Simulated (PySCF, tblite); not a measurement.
# C₅H₃F₃P₂: geometry, infrared bands and NMR shifts

Wanted: the infrared bands and NMR shifts of C₅H₃F₃P₂ (`FC(F)(F)c1cpccp1`), by calculation.

The runs use tblite 0.8.0 and PySCF 2.14.0, with density-fitted response routines of our own; the level of theory stands in each step. All values are computed, except where a source is named. Atoms are numbered from 0 throughout.

### Step 1. The starting structure

13 atoms, charge 0, multiplicity 1; geometry from: force field or distance geometry start.

Bonds of the start (Å): F0–C1 1.37, C1–F2 1.38, C1–F3 1.36, C1–C4 1.51, C4–C5 1.39, C5–P6 1.84, P6–C7 1.83, C7–C8 1.39, C8–P9 1.83, P9–C4 1.87, C5–H10 1.09, C7–H11 1.09, C8–H12 1.09.

### Step 2. Optimising the geometry with GFN2-xTB

Job settings and geometry (Å):

```
{"job": {"kind": "relax", "xc": "GFN2-xTB", "basis": "xTB"}, "charge": 0, "multiplicity": 1}
F      2.808000     0.854800    -0.219100
C      2.101600    -0.282800    -0.500300
F      2.858600    -1.300400     0.045800
F      2.177600    -0.427500    -1.851700
C      0.690800    -0.258300     0.046200
C      0.342700     0.658200     1.026800
P     -1.289200     0.776100     1.858700
C     -2.312100     0.430900     0.384600
C     -1.997600    -0.508600    -0.586300
P     -0.505200    -1.566200    -0.555000
H      1.093800     1.350900     1.404700
H     -3.265400     0.959000     0.316600
H     -2.708000    -0.685700    -1.388700
```

Started as:

```
$ OMP_NUM_THREADS=1 python probes_run.py task.json out
```

This one command runs all jobs of the session in turn.

**Question.** This job is followed by: GFN2-xTB harmonic vibrations, gas phase; GIAO PBE0/pcSseg-1 NMR shielding, non-relativistic, gas phase. What will the session give for the following? strongest single infrared mode (GFN2-xTB); zero-point energy (GFN2-xTB); 13C shifts against TMS (PBE0/pcSseg-1); 1H shifts against TMS (PBE0/pcSseg-1); 19F shifts against CFCl3 (PBE0/pcSseg-1, means over atoms taken as alike); 31P shifts against H3PO4 (PBE0/pcSseg-1).

The runs gave:

| quantity | value |
| --- | --- |
| strongest single infrared mode (GFN2-xTB) | 1030 cm⁻¹, 305 km/mol |
| zero-point energy (GFN2-xTB) | 43.4 kcal/mol |
| 13C shifts against TMS (PBE0/pcSseg-1) | 171.5, 168.9, 168.2, 167.5, 134.6 ppm |
| 1H shifts against TMS (PBE0/pcSseg-1) | 10.23, 9.91, 9.91 ppm |
| 19F shifts against CFCl3 (PBE0/pcSseg-1, means over atoms taken as alike) | -75.1 ppm |
| 31P shifts against H3PO4 (PBE0/pcSseg-1) | 256.2, 245.1 ppm |

Relaxing lowered the energy by 1.156 eV in 87 steps; the close pair that moved most is C4–P9, from 1.871 to 1.747 Å. No mode is imaginary among the 33: a minimum at this level. The strongest single mode, at 1030 cm⁻¹, moves mainly C1. GFN2-xTB is a fitted tight-binding method: band positions and strengths are rough. Its intensities can rank the bands wrongly. NICS(1)zz of -25 ppm above the planar ring from C4 marks a diatropic (aromatic) ring current.
